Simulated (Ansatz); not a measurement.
# Zr2Nb3Cu3: the cost of one run

Program: Ansatz 0.2.0. Level of theory: DFT PBE, scalar-relativistic, plane waves, PAW. These are calculated values, not measurements.

**1. The starting structure**

The cell holds 16 atoms (Cu6Nb6Zr4): a = 6.819 Å, b = 6.652 Å, c = 6.490 Å, α = 93.75°, β = 90.95°, γ = 89.10°.

It is the last frame of an earlier stage of the same melt, run at 2160 K.

Coordinates:

```cif
data_structure
_symmetry_space_group_name_H-M 'P 1'
_symmetry_Int_Tables_number 1
_cell_length_a 6.8190
_cell_length_b 6.6516
_cell_length_c 6.4899
_cell_angle_alpha 93.753
_cell_angle_beta 90.950
_cell_angle_gamma 89.099
_cell_volume 293.66
loop_
_atom_site_label
_atom_site_type_symbol
_atom_site_fract_x
_atom_site_fract_y
_atom_site_fract_z
_atom_site_occupancy
Nb1 Nb 0.81365 0.84995 0.28044 1
Nb2 Nb 0.04106 0.58709 0.53771 1
Nb3 Nb 0.80474 0.82229 0.71927 1
Nb4 Nb 0.08072 0.02250 0.00748 1
Nb5 Nb 0.31243 0.80210 0.75305 1
Nb6 Nb 0.79722 0.24294 0.19869 1
Cu1 Cu 0.30310 0.39402 0.82507 1
Cu2 Cu 0.04158 0.11169 0.46349 1
Cu3 Cu 0.61108 0.59385 0.98545 1
Cu4 Cu 0.33836 0.30329 0.20967 1
Cu5 Cu 0.93703 0.64088 0.98226 1
Cu6 Cu 0.56782 0.03844 0.96893 1
Zr1 Zr 0.42431 0.01964 0.47257 1
Zr2 Zr 0.84293 0.30698 0.73297 1
Zr3 Zr 0.29061 0.67602 0.20118 1
Zr4 Zr 0.55647 0.51888 0.49780 1
```

**2. Langevin stage at 1200 K**

One k point, a Fermi-Dirac width of 0.103 eV and a fixed cell.

File input.yaml:

```yaml
crystal:
  lattice:
    - [6.818584, 0.052106, -0.054308]
    - [0.052106, 6.647963, -0.214905]
    - [-0.054308, -0.214905, 6.486144]
  atoms:
    - { symbol: Nb, position: [0.8136485702, 0.8499491922, 0.2804447563] }
    - { symbol: Nb, position: [0.0410568373, 0.5870904364, 0.537710882] }
    - { symbol: Nb, position: [0.8047412397, 0.8222888404, 0.719265373] }
    - { symbol: Nb, position: [0.0807223079, 0.0224955086, 0.0074778563] }
    - { symbol: Nb, position: [0.3124340705, 0.8021011686, 0.7530504238] }
    - { symbol: Nb, position: [0.7972192157, 0.2429449389, 0.1986874451] }
    - { symbol: Cu, position: [0.3031040172, 0.3940155339, 0.8250675358] }
    - { symbol: Cu, position: [0.0415768199, 0.1116942058, 0.4634890347] }
    - { symbol: Cu, position: [0.6110768126, 0.5938479049, 0.9854545922] }
    - { symbol: Cu, position: [0.3383614669, 0.3032913416, 0.2096674168] }
    - { symbol: Cu, position: [0.9370347764, 0.6408787076, 0.9822580666] }
    - { symbol: Cu, position: [0.5678197709, 0.0384422407, 0.9689347204] }
    - { symbol: Zr, position: [0.4243144622, 0.0196385323, 0.4725672718] }
    - { symbol: Zr, position: [0.8429316881, 0.3069806091, 0.7329667961] }
    - { symbol: Zr, position: [0.2906069344, 0.6760222355, 0.201183132] }
    - { symbol: Zr, position: [0.5564686818, 0.518879212, 0.4978012522] }
  symmetry: { detect: false }
basis:
  ecutwfc: 420
  xc_grid: 1
kpoints:
  mp_grid: { grid: [1, 1, 1], shift: [0.25, 0.25, 0.25] }
hamiltonian:
  xc: pbe
scf:
  occupations: { method: fermi_dirac, width: 0.1034 }
  lower_state_search: "off"
  convergence: { dr2_threshold: 1.0e-05 }
output:
  forces: true
  stress: true
md:
  timestep: 3.0
  n_steps: 105
  ensemble: nvt_langevin
  friction: 0.03
  temperature: 1200.0
  initial_velocities: maxwell_boltzmann
  seed: 29180
```

Started as:

```console
> ansatz run input.yaml --threads 2 --pin off --max-ram 5120MiB --backend cpu --events-out ev --progress --plain --runs-dir out
```

What time and memory should one allow on 2 threads of Intel Xeon Platinum 8259CL at 2.50GHz (Skylake/Cascade Lake), shared host?

About 4.5 min, with a peak of 0.65 GiB.
